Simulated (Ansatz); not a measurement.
# Si4H8O: up Jacob's ladder to CCSD(T)

Aim: compute Si4H8O with functionals from several rungs and with coupled cluster. The yardstick is the atomisation energy at the CCSD(T) limit.

Method: functionals in def2-TZVPP, the program's frozen cores in correlated methods; program: Ansatz 0.2.0, Gaussian basis.

Plan: LDA (SPW92), PBE-D4, revPBE-D4, BLYP-D4, r2SCAN-D4, B97M-V, PBE0-D4, B3LYP-D4, r2SCANh-D4, r2SCAN0-D4, HSE06-D4, BHLYP-D4, CAM-B3LYP-D4, LC-ωPBE, ωB97X-V, ωB97M-V, B2PLYP, PBE-QIDH; CCSD(T)/def2-SVP; CCSD(T)/def2-TZVPP; MP2/def2-QZVPP; extrapolation to the limit; RPA on PBE.

## (1) The geometry

The geometry comes from an earlier relaxation with PBE0-D4 in a triple-zeta def2 set; it is a stationary point, not always the lowest conformer.

13 atoms, charge 0, spin multiplicity 1.

Atoms are counted from 1 here; the program's logs count them from 0.

Bond lengths: Si1–Si2 2.340 Å, Si1–H6 1.486 Å, Si1–H7 1.488 Å, Si1–H8 1.484 Å, Si2–Si3 2.334 Å, Si2–H9 1.487 Å, Si2–H10 1.490 Å, Si3–O4 1.647 Å, Si3–Si5 2.474 Å, Si3–H11 1.484 Å, Si3–H13 1.576 Å, O4–Si5 1.723 Å, Si5–H12 1.549 Å. Angles: Si2–Si1–H6 108.7°, Si2–Si1–H7 109.8°, Si2–Si1–H8 110.4°, H6–Si1–H7 108.9°, H6–Si1–H8 109.7°, H7–Si1–H8 109.3°, Si1–Si2–Si3 106.4°, Si1–Si2–H9 112.5°, Si1–Si2–H10 110.4°, Si3–Si2–H9 109.9°, Si3–Si2–H10 109.3°, H9–Si2–H10 108.3°, Si2–Si3–O4 112.9°, Si2–Si3–Si5 114.7°, Si2–Si3–H11 118.7°, Si2–Si3–H13 110.7°, O4–Si3–Si5 44.0°, O4–Si3–H11 112.8° and more.

## (2) LDA

This LDA is Slater exchange with PW92 correlation.

The input, in.yaml:

```yaml
crystal:
  periodic: [false, false, false]
  atoms:
    - {symbol: Si, position_ang: [-1.821716, 0.961501, 0.509018]}
    - {symbol: Si, position_ang: [0.386295, 1.298725, -0.190086]}
    - {symbol: Si, position_ang: [1.524126, -0.694381, 0.236845]}
    - {symbol: O, position_ang: [0.540015, -1.884441, 0.810749]}
    - {symbol: Si, position_ang: [0.449807, -2.719718, -0.694028]}
    - {symbol: H, position_ang: [-1.825938, 0.719894, 1.975224]}
    - {symbol: H, position_ang: [-2.634005, 2.173495, 0.218267]}
    - {symbol: H, position_ang: [-2.413632, -0.204613, -0.191940]}
    - {symbol: H, position_ang: [0.480018, 1.636292, -1.635648]}
    - {symbol: H, position_ang: [1.015780, 2.402114, 0.589295]}
    - {symbol: H, position_ang: [2.825908, -0.634344, 0.946408]}
    - {symbol: H, position_ang: [-0.382114, -1.654670, -1.450451]}
    - {symbol: H, position_ang: [1.875955, -1.434557, -1.108950]}
basis:
  gaussian: {orbitals: def2-TZVPP}
hamiltonian: {xc: lda}
output: {orbitals: {seedname: orbitals}}
```

The run is started by

```bash
> ansatz run in.yaml --threads 4 --pin off --events-out ev --progress --plain --max-ram 10444MiB
```

After this run come: PBE-D4 (GGA); revPBE-D4 (GGA); BLYP-D4 (GGA); r2SCAN-D4 (meta-GGA); B97M-V (meta-GGA); PBE0-D4 (hybrid); B3LYP-D4 (hybrid); r2SCANh-D4 (hybrid); r2SCAN0-D4 (hybrid); HSE06-D4 (hybrid); BHLYP-D4 (hybrid); CAM-B3LYP-D4 (range-separated); LC-ωPBE (range-separated); ωB97X-V (range-separated); ωB97M-V (range-separated); B2PLYP (double hybrid); PBE-QIDH (double hybrid); CCSD(T) in def2-SVP; CCSD(T) in def2-TZVPP; MP2 in def2-QZVPP; RPA on PBE orbitals.

**Question.** What will the summary of the whole plan be? Wanted: atomisation energy, CCSD(T)/CBS; farthest beyond LDA; mean size of error, GGA; mean size of error, meta-GGA; mean size of error, hybrid; mean size of error, range-separated; mean size of error, double hybrid; gap, smallest and largest; T1 diagnostic.

The runs gave:

```
                               quantity                                       value
        atomisation energy, CCSD(T)/CBS                                   41.257 eV
    functionals within 0.206 eV (0.5 %)  r2SCAN-D4, B3LYP-D4, CAM-B3LYP-D4, ωB97M-V
                    farthest beyond LDA                       revPBE-D4 (-0.953 eV)
                mean size of error, GGA                                    0.592 eV
           mean size of error, meta-GGA                                    0.197 eV
             mean size of error, hybrid                                    0.531 eV
    mean size of error, range-separated                                    0.307 eV
      mean size of error, double hybrid                                    0.842 eV
              gap, smallest and largest    2.68 eV (LDA (SPW92)), 9.28 eV (LC-ωPBE)
                          T1 diagnostic                                      0.0157
triples share of the correlation energy                                       3.8 %
```

**Reading.** The LDA atomisation energy is off by 4.713 eV (11 %): it overbinds. PBE-D4 is off by -0.309 eV. Double hybrids carry the basis error of their MP2 part in triple zeta, and no dispersion term here, so their miss is partly the set-up's. Taken by rung, meta-GGA functionals do best (0.197 eV on average) and double hybrid ones worst beyond LDA (0.842 eV). The reference freezes the cores and leaves out relativity and excitations past (T), so misses under about 0.206 eV can't be ranked. Hartree-Fock recovers 73 % of the binding; the rest is correlation. CCSD(T) in def2-SVP is off by -3.473 eV, more than most functionals: a good method in a small basis is no reference. Orbital gaps span 2.7 to 9.3 eV; exact exchange widens them.
